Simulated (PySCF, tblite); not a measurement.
**C₆H₉GeNSi: geometry, infrared bands and NMR shifts**

What infrared bands and NMR shifts should C₆H₉GeNSi (`C=C[C@H]([SiH3])[GeH2][C]#CC#N`) show?

The runs use tblite 0.8.0 and PySCF 2.14.0, with density-fitted response routines of our own; the level of theory stands in each step. All values are computed, except where a source is named. Atoms are numbered from 0 throughout.

### Step 1. The molecule as given

18 atoms, charge 0, multiplicity 1; geometry from: force field or distance geometry start.

Bonds of the start (Å): C0–C1 1.32, C1–C2 1.50, C2–Si3 1.86, C2–Ge4 1.94, Ge4–C5 1.89, C5–C6 1.21, C6–C7 1.42, C7–N8 1.15, C0–H9 1.09, C0–H10 1.09, C1–H11 1.10, C2–H12 1.12, Si3–H13 1.47, Si3–H14 1.48, Si3–H15 1.48, Ge4–H16 1.55, Ge4–H17 1.56.

### Step 2. Relaxing the molecule with GFN2-xTB

The job: settings as JSON, then the geometry in Å.

```
{"job": {"kind": "relax", "xc": "GFN2-xTB", "basis": "xTB"}, "charge": 0, "multiplicity": 1}
C     -2.032900     1.596000     0.635800
C     -1.413200     0.440000     0.804200
C     -1.117500    -0.489000    -0.339800
Si    -0.567700    -2.160800     0.254200
Ge     0.262200     0.265200    -1.480400
C      1.821400     0.586900    -0.470200
C      2.819100     0.792100     0.182100
C      3.986200     1.028900     0.956800
N      4.937200     1.213700     1.582300
H     -2.367200     1.914000    -0.346700
H     -2.245400     2.241300     1.484700
H     -1.120100     0.150800     1.824100
H     -2.055900    -0.629300    -0.931900
H     -0.307100    -3.044500    -0.893300
H     -1.621600    -2.750800     1.105500
H      0.663700    -2.020900     1.062700
H     -0.234400     1.606500    -2.090400
H      0.584500    -0.733800    -2.631400
```

Started as:

```
$ OMP_NUM_THREADS=1 python probes_run.py task.json out
```

The driver reads the jobs from task.json and runs them one after another.

**Question.** This job is followed by: GFN2-xTB harmonic vibrations, gas phase; GIAO PBE0/pcSseg-1 NMR shielding, non-relativistic, gas phase. What will the session give for the following? strongest single infrared mode (GFN2-xTB); zero-point energy (GFN2-xTB); 13C shifts against TMS (PBE0/pcSseg-1); 1H shifts against TMS (PBE0/pcSseg-1, means over atoms taken as alike); 29Si shifts against TMS (PBE0/pcSseg-1); 73Ge shifts against GeMe4 (PBE0/pcSseg-1); 15N shifts against NH3 (PBE0/pcSseg-1); surface potential, 1st and 99th percentile.

**Answer**, as computed:

| quantity | value |
| --- | --- |
| strongest single infrared mode (GFN2-xTB) | 1988 cm⁻¹, 458 km/mol |
| zero-point energy (GFN2-xTB) | 71.9 kcal/mol |
| 13C shifts against TMS (PBE0/pcSseg-1) | 142.8, 120.7, 111.2, 92.7, 90.8, 21.2 ppm |
| 1H shifts against TMS (PBE0/pcSseg-1, means over atoms taken as alike) | 6.17, 5.46, 5.34, 4.50, 4.45, 4.10, 1.81 ppm |
| 29Si shifts against TMS (PBE0/pcSseg-1) | -65.7 ppm |
| 73Ge shifts against GeMe4 (PBE0/pcSseg-1) | -175 ppm |
| 15N shifts against NH3 (PBE0/pcSseg-1) | 305.4 ppm |
| surface potential, 1st and 99th percentile | -1.57 V and 1.51 V |

What this shows: The optimisation took 78 steps and gained 0.300 eV; among the close pairs (by a distance rule), C6–C7 changed most, from 1.421 to 1.364 Å. No mode is imaginary among the 48: a minimum at this level. The strongest single mode, at 1988 cm⁻¹, moves mainly H17 and H16. GFN2-xTB is a fitted tight-binding method: band positions and strengths are rough. Its intensities can rank the bands wrongly. C1 (alkene CH) lies farthest downfield among carbon, at 142.8 ppm; an sp2 carbon of a C=C bond. H11 (hydrogen on an alkene CH) lies farthest downfield among hydrogen, at 6.17 ppm; olefinic region. At PBE0/pcSseg-1: The widest tensor belongs to N8: span 546 ppm, with a paramagnetic part of -380 ppm. At PBE0/pcSseg-1, counted by nearest atom on the grid, the HOMO lies on C0 33 %; C1 22 %, the LUMO on C5 29 %; N8 21 %. Spin-orbit coupling is left out, which matters for shieldings and couplings at and beside the heavy atoms.
